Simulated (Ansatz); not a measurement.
# AlCl₂HS: ionisation energy by level of theory

How much energy removes an electron from AlCl₂HS at fixed geometry? The cation is run at each level and the neutral's energy taken from earlier runs.

Program: Ansatz 0.2.0, Gaussian basis. Level of theory: unrestricted cation, the program's frozen cores in correlated methods. These are calculated values, not measurements.

Plan: UKS PBE-D4/def2-TZVPP; UKS r2SCAN-D4/def2-TZVPP; UKS PBE0-D4/def2-TZVPP; UKS B3LYP-D4/def2-TZVPP; UKS wB97X-V/def2-TZVPP; UKS wB97M-V/def2-TZVPP; UKS B2PLYP/def2-TZVPP; UHF-CCSD(T)/def2-TZVPP; UHF-MP2/def2-QZVPP; extrapolation to the limit; then −ε(HOMO) from the neutral's earlier runs with LDA (SPW92), PBE-D4, revPBE-D4, BLYP-D4, r2SCAN-D4, B97M-V, PBE0-D4, B3LYP-D4, r2SCANh-D4, r2SCAN0-D4, HSE06-D4, BHLYP-D4, CAM-B3LYP-D4, LC-ωPBE, ωB97X-V, ωB97M-V.

### 1 Structure used throughout

An earlier PBE0-D4 in a triple-zeta def2 set relaxation fixed the geometry.

5 atoms, charge 0, spin multiplicity 1.

Atoms are counted from 1 here; the program's logs count them from 0.

Bond lengths: S1–Al2 2.158 Å, S1–H5 1.345 Å, Al2–Cl3 2.076 Å, Al2–Cl4 2.080 Å. Angles: Al2–S1–H5 92.1°, S1–Al2–Cl3 119.0°, S1–Al2–Cl4 121.1°, Cl3–Al2–Cl4 120.0°.

### 2 Cation, UKS PBE-D4/def2-TZVPP

File in.yaml:

```yaml
crystal:
  periodic: [false, false, false]
  atoms:
    - {symbol: S, position_ang: [-0.049107, 1.690899, 0.210047]}
    - {symbol: Al, position_ang: [0.281331, -0.440173, 0.142892]}
    - {symbol: Cl, position_ang: [1.832203, -1.252371, 1.258846]}
    - {symbol: Cl, position_ang: [-0.924125, -1.677666, -1.015547]}
    - {symbol: H, position_ang: [-1.090501, 1.605610, -0.637538]}
basis:
  gaussian: {orbitals: def2-TZVPP}
total_charge: 1
magnetization: {spin_polarized: true, initial_magnetization: 1}
hamiltonian: {xc: pbe, dispersion: d4}
```

Launch:

```console
> ansatz run in.yaml --threads 4 --pin off --events-out ev --progress --plain --max-ram 10444MiB
```

After this run come: Cation, UKS r2SCAN-D4/def2-TZVPP; Cation, UKS PBE0-D4/def2-TZVPP; Cation, UKS B3LYP-D4/def2-TZVPP; Cation, UKS wB97X-V/def2-TZVPP; Cation, UKS wB97M-V/def2-TZVPP; Cation, UKS B2PLYP (frozen core)/def2-TZVPP; Cation, UHF-CCSD(T)/def2-TZVPP; Cation, UHF-MP2/def2-QZVPP.

**Question.** What will the summary of the whole plan be? Wanted: ionisation energy, CCSD(T)/CBS; nearest functional by difference; nearest −ε(HOMO); −ε(HOMO) of PBE; T1 of the cation.

As calculated:

| quantity | value |
| --- | --- |
| ionisation energy, CCSD(T)/CBS | 10.73 eV |
| nearest functional by difference | ωB97X-V (-0.09 eV) |
| nearest −ε(HOMO) | ωB97X-V (-0.10 eV) |
| −ε(HOMO) of PBE | 7.03 eV |
| T1 of the cation | 0.014 |

What this shows: By cation minus neutral, the functionals miss by 0.52 eV at most. The PBE orbital energy is 3.7 eV too small: a semilocal HOMO is no ionisation energy. Among orbital estimates ωB97X-V comes nearest. Hartree-Fock falls 1.21 eV short, as the neutral has more correlation energy than the cation.
